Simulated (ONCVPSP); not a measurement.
# Pseudopotential generation for K: ONCV, PBEsol

Task: generate the file, and judge it by its errors in other configurations, its logarithmic derivatives, its ghosts and its cutoff.

The numbers are computed with ONCVPSP 4.0.1 (PBEsol, scalar-relativistic, spin-unpolarised reference atom).

1 further run of the same task is left out (set aside as unsound or not needed).

## (1) The design

The settings as typed:

- element: potassium (K, Z = 19)
- type: optimised norm-conserving Vanderbilt (ONCV)
- frozen core: [Ar]
- valence charge: 1
- reference configuration: 4p1
- partial waves: s scattering state at 0.46 Ha: rc 4.00 bohr, ncon 5, nbas 9, qcut 1.8 1/bohr, 1 projector; 4p: rc 3.30 bohr, ncon 5, nbas 8, qcut 2 1/bohr, 2 projectors, debl 3.5 Ha; d scattering state at 0.06 Ha: rc 3.85 bohr, ncon 5, nbas 8, qcut 2.5 1/bohr, 3 projectors, debl 0.9 Ha; f scattering state at 0.35 Ha: rc 3.55 bohr, ncon 3, nbas 6, qcut 2.8 1/bohr, 2 projectors, debl 1.6 Ha
- local potential: polynomial inside 2.45 bohr (lpopt 5, dvloc0 0 Ha)
- core correction: not asked for

The outer shells as boxes (Hund's rule for the drawing; the calculation is spin-unpolarised):

```
[Ar] core
4p [↑ ][  ][  ]
```

## (2) Generating the potential

K.dat reads:

```
# ATOM AND REFERENCE CONFIGURATION
# atsym  z   nc   nv     iexc    psfile
  K 19.00    5    1  -116133      upf
#
#   n    l    f
    1    0    2.00
    2    0    2.00
    2    1    6.00
    3    0    2.00
    3    1    6.00
    4    1    1.00
#
# PSEUDOPOTENTIAL AND OPTIMIZATION
# lmax
    3
#
#   l,   rc,      ep,       ncon, nbas, qcut
    0    4.00    0.46    5    9    1.80
    1    3.30    0.00    5    8    2.00
    2    3.85    0.06    5    8    2.50
    3    3.55    0.35    3    6    2.80
#
# LOCAL POTENTIAL
# lloc, lpopt,  rc(5),   dvloc0
    4    5    2.45    0.00
#
# VANDERBILT-KLEINMAN-BYLANDER PROJECTORs
# l, nproj, debl
    0    1    1.40
    1    2    3.50
    2    3    0.90
    3    2    1.60
#
# MODEL CORE CHARGE
# icmod, fcfact, rcfact
    0    0.00    0.00
#
# LOG DERIVATIVE ANALYSIS
# epsh1, epsh2, depsh
   -2.00    5.00    0.02
#
# OUTPUT GRID
# rlmax, drl
    6.00    0.01
#
# TEST CONFIGURATIONS
# ncnf
    2
# nvcnf
#   n    l    f
    2
    4    1    0.00
    4    0    1.00
#
    2
    4    1    0.00
    4    0    0.50
#
```

Launch:

```console
oncvpsp.x < K.dat > K.out
```

What does the calculation give? Wanted: cutoffs for 1 and 0.1 mHa per electron, occupied waves; bound ghosts; GHOST(+) flags; configuration tests; largest phase difference near zero energy, channels read; projector energies reset by the program.

**Answer**, as computed:

```
                                                quantity                        value
  cutoffs for 1 and 0.1 mHa per electron, occupied waves             6.8 Ha and 16 Ha
                                            bound ghosts                   none found
                                          GHOST(+) flags       s at 2 eV, p at 102 eV
                                     configuration tests  no usable energy difference
largest phase difference near zero energy, channels read                    0.132 rad
                 projector energies reset by the program                  s: 0.050 Ha
```

Of the tests 2 gave no usable energy difference, which is a warning in itself. By its cutoff, 6.8 Ha for the looser tolerance, it is soft on the atom at that tolerance. That counts occupied waves only; other projectors can need more. No bound ghost shows below the valence levels. Of the channels read, p scatters worst near zero energy, by up to 0.13 rad. The program also flags highly localised states, GHOST(+) (s, p). All of this concerns the isolated atom, not yet a solid.
